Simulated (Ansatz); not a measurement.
# LaGa2 (AlB2 type): how the settings move a single-point run

Question: which choices in the input matter for LaGa2 (AlB2 type)?

Program: Ansatz 0.2.0. Level of theory: reference: DFT, LDA, all-electron LAPW, scalar-relativistic. These are calculated values, not measurements.

## 1. Starting point

The structure is hexagonal, space group P6/mmm (No. 191). Conventional cell: a = 4.226 Å, b = 4.226 Å, c = 4.346 Å, α = 90.00°, β = 90.00°, γ = 120.00°. La (site symmetry 6/mmm) is surrounded by 12 Ga at 3.27 Å. Ga (site symmetry -6m2) has 3 Ga at 2.44 Å as nearest neighbours.

Structure file:

```
La Ga
1.0
     4.22575    0.00000    0.00000
    -2.11288    3.65961    0.00000
     0.00000    0.00000    4.34600
La Ga
1 2
Direct
  0.00000 0.00000 0.00000
  0.33333 0.66667 0.50000
  0.66667 0.33333 0.50000
```

## 2. Baseline

The input, input.yaml:

```yaml
crystal:
  lattice:
    - [4.2257542717, 0.0, 0.0]
    - [-2.1128771358, 3.6596105494, 0.0]
    - [0.0, 0.0, 4.3460024019]
  atoms:
    - { symbol: La, position: [0.0, 0.0, 0.0] }
    - { symbol: Ga, position: [0.3333333333, 0.6666666667, 0.5] }
    - { symbol: Ga, position: [0.6666666667, 0.3333333333, 0.5] }
kpoints:
  mp_grid: { grid: [10, 10, 8] }
  band_path:
    path:
      - [0.0, 0.0, 0.0]
      - [0.5, 0.0, 0.0]
      - [0.3333333333, 0.3333333333, 0.0]
      - [0.0, 0.0, 0.0]
      - [0.0, 0.0, 0.5]
      - [0.5, 0.0, 0.5]
      - [0.3333333333, 0.3333333333, 0.5]
      - [0.0, 0.0, 0.5]
      - [0.5, 0.0, 0.5]
    npoints: 14
scf:
  occupations: { method: fermi_dirac, width: 0.08 }
hamiltonian:
  xc: lda
  pseudopotentials: { kind: all_electron, lapw: { basis_error: 0.0005 } }
output:
  forces: true
  stress: true
  eigenvalues: true
  populations: true
  dos: { projected: true, de: 0.2, e_range: [-14, 8] }
```

Run with:

```sh
> ansatz run input.yaml --threads 1 --pin off --max-ram 3072MiB --backend cpu --events-out ev --progress --plain --runs-dir out
```

## 3. Changed: lower_state_search standard

input.yaml: that of step 2 with these lines changed.

```diff
@@ -25,2 +25,3 @@
   occupations: { method: fermi_dirac, width: 0.08 }
+  lower_state_search: standard
 hamiltonian:
@@ -33,2 +34 @@
   populations: true
-  dos: { projected: true, de: 0.2, e_range: [-14, 8] }
```

Before running it: what results should come out? Wanted: for each run, ending; energy change; pressure; gap; force.

The runs gave:

```csv
run,ending,energy change,pressure (GPa),gap (eV),force (eV/Å),cycles,time
reference,converged,0,0.0,0.00,0.00,9,1.8 min
1: lower_state_search standard,converged,0.0 meV/atom,0.0,0.00,0.00,9,1.7 min
```

Times don't compare one to one where runs were asked for different outputs or read a saved state (see the inputs); cycles may leave out searches for a lower state.

Residual by cycle in the longest SCF loop of each run; runs are numbered as in the table. The quantity is the density residual dr2, in eV.

```csv
cycle,reference,run 1
1,0.145,0.145
2,0.155,0.155
3,0.0885,0.0885
4,0.00968,0.00968
5,9.5e-5,9.5e-5
6,1.4e-5,1.4e-5
7,7.4e-6,7.4e-6
8,8.8e-7,8.8e-7
9,7.7e-8,7.7e-8
```

What this shows: The changed input (search for lower states) leaves the energy the same to the digits printed.
